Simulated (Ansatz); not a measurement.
# FeO: the cost of one run

Method: DFT PBE, scalar-relativistic, plane waves, PAW, in Ansatz 0.2.0.

1 further run of the same task is left out (set aside as unsound or not needed).

## 1. Starting point

It takes space group Fm-3m (No. 225, cubic). The conventional cell has a = 4.309 Å, b = 4.309 Å, c = 4.309 Å, α = 90.00°, β = 90.00°, γ = 90.00°. Fe (site symmetry m-3m) has 6 O at 2.15 Å in its first shell of neighbours. O (site symmetry m-3m) has 6 Fe at 2.15 Å in its first shell of neighbours.

Structure file:

```cif
data_structure
_symmetry_space_group_name_H-M 'Fm-3m'
_symmetry_Int_Tables_number 225
_cell_length_a 4.3087
_cell_length_b 4.3087
_cell_length_c 4.3087
_cell_angle_alpha 90.000
_cell_angle_beta 90.000
_cell_angle_gamma 90.000
_cell_volume 79.99
loop_
_atom_site_label
_atom_site_type_symbol
_atom_site_symmetry_multiplicity
_atom_site_Wyckoff_symbol
_atom_site_fract_x
_atom_site_fract_y
_atom_site_fract_z
_atom_site_occupancy
Fe1 Fe 4 a 0.00000 0.00000 0.00000 1
O1 O 4 b 0.00000 0.00000 0.50000 1
```

It is the result of an earlier relaxation at this level (volume 10.00 Å³/atom; gap on the mesh: none (metal), site moments up to 3.4 μB).

## 2. Static run: bands, density of states and charges

Input file input.yaml:

```yaml
crystal:
  lattice:
    - [1.523263139, 0.8794563833, 2.4878960446]
    - [-1.523263139, 0.8794563833, 2.4878960446]
    - [0.0, -1.7589127667, 2.4878960446]
  atoms:
    - { symbol: Fe, position: [0.0, 0.0, 0.0], spin: 3.79 }
    - { symbol: O, position: [0.5, 0.5, 0.5], spin: 0.35 }
basis:
  ecutwfc: 420
kpoints:
  mp_grid: { grid: [18, 18, 18] }
  band_path:
    path:
      - [[0.0, 0.0, 0.0], [0.5, 0.50005597, 5.597e-05], [0.62501399, 0.62508396, 0.25006997]]
      - [[0.75004198, 0.37512595, 0.37508396], [0.0, 0.0, 0.0], [0.50002799, 0.50008396, 0.50005597], [0.75002799, 0.50011195, 0.25008396], [0.5, 0.50005597, 5.597e-05]]
    npoints: 14
hamiltonian:
  xc: pbe
scf:
  occupations: { method: gaussian, width: 0.1 }
  n_extra_bands: 6
output:
  forces: true
  stress: true
  eigenvalues: true
  populations: true
  dos: { projected: true, de: 0.02, nscf_kmesh: { grid: [27, 27, 27] } }
  bader: true
magnetization:
  spin_polarized: true
checkpoint:
  read: start.run
  write: ck
  compress: false
  write_wavefunctions: false
  write_every: 100000
```

The run is started by

```bash
$ ansatz run input.yaml --threads 1 --pin off --max-ram 2560MiB --backend cpu --events-out ev --progress --plain --runs-dir out
```

What time and memory should one allow on 1 thread of AMD EPYC 7R43 (Zen 3), shared host?

About 54 s, with a peak of 0.81 GiB.
